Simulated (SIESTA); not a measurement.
Crystal: ErSi.

```
Er Si
1.0
     7.80245    0.00000    0.00000
     0.00000    3.78874    0.00000
     0.00000    0.00000    5.62527
Er Si
4 4
Direct
  0.82079 0.75000 0.38513
  0.32079 0.75000 0.11487
  0.17921 0.25000 0.61487
  0.67921 0.25000 0.88513
  0.96164 0.75000 0.87010
  0.46164 0.75000 0.62990
  0.03836 0.25000 0.12990
  0.53836 0.25000 0.37010
```

The cell comes from a database or a generator and needn't be the stable form of this composition.

* Program: SIESTA 5.4.2
* Task: single point
* Functional: PBEsol
* Potentials or basis: PseudoDojo 0.4 standard with PseudoDojo 3+ lanthanides (4f in the core) (PBE and PBEsol files)
* Basis: DZP (energy shift 0.003 Ry; two zetas on semicore shells)
* Grid cutoff: 800 Ry
* Energy shift: 0.003 Ry
* k mesh: 4 × 7 × 5
* Occupations: fermi-dirac, width 0.05 eV
* Spin: collinear spin, ferromagnetic start
* Starting moments: [3.0, 3.0, 3.0, 3.0, 0.0, 0.0, 0.0, 0.0] μB

On this cell: pressure -2.5 GPa; largest force 0.110 eV/Å; net moment 0.00 μB per cell; band gap on the k mesh none (metal or under the smearing width).

The same run follows on a disturbed copy (atoms moved at random, drawn with an rms of 0.05 Å):

```
Er Si
1.0
     7.80245    0.00000    0.00000
     0.00000    3.78874    0.00000
     0.00000    0.00000    5.62527
Er Si
4 4
Direct
  0.82134 0.75177 0.38517
  0.31833 0.76426 0.11206
  0.18228 0.25592 0.62156
  0.67847 0.25862 0.89011
  0.96398 0.75031 0.86964
  0.45957 0.73767 0.63439
  0.03864 0.24800 0.13474
  0.53513 0.25150 0.36714
```

What changes?

The energy (extrapolated to zero smearing) moves by +5.9 meV/atom; pressure -2.4 GPa; largest force 0.636 eV/Å; net moment 0.00 μB per cell; band gap on the k mesh none (metal or under the smearing width).

Forces in eV/Å, atoms in the order of the input:
```
Er  -0.138 -0.002  0.089
Er   0.093 -0.381  0.240
Er  -0.177 -0.202 -0.217
Er   0.089 -0.255 -0.195
Si  -0.187  0.086  0.029
Si   0.211  0.592 -0.100
Si  -0.026  0.246  0.012
Si   0.135 -0.084  0.143
```

Stress tensor (GPa, compression positive):
```
-2.46 -0.05 -0.13
-0.05 -1.94  0.32
-0.13  0.32 -2.71
```

Caveats: the magnetic or orbital state may not be the lowest; the potentials were made for another functional, which shifts forces and pressure; short orbitals over semicore shells can move pressures by several GPa; spin-orbit coupling is left out, which moves the levels of the heavy elements; the 4f electrons are frozen in the core as for a trivalent ion, so they carry no moment and show no levels; the basis of atomic orbitals isn't converged, which shifts pressures, moduli and gaps.
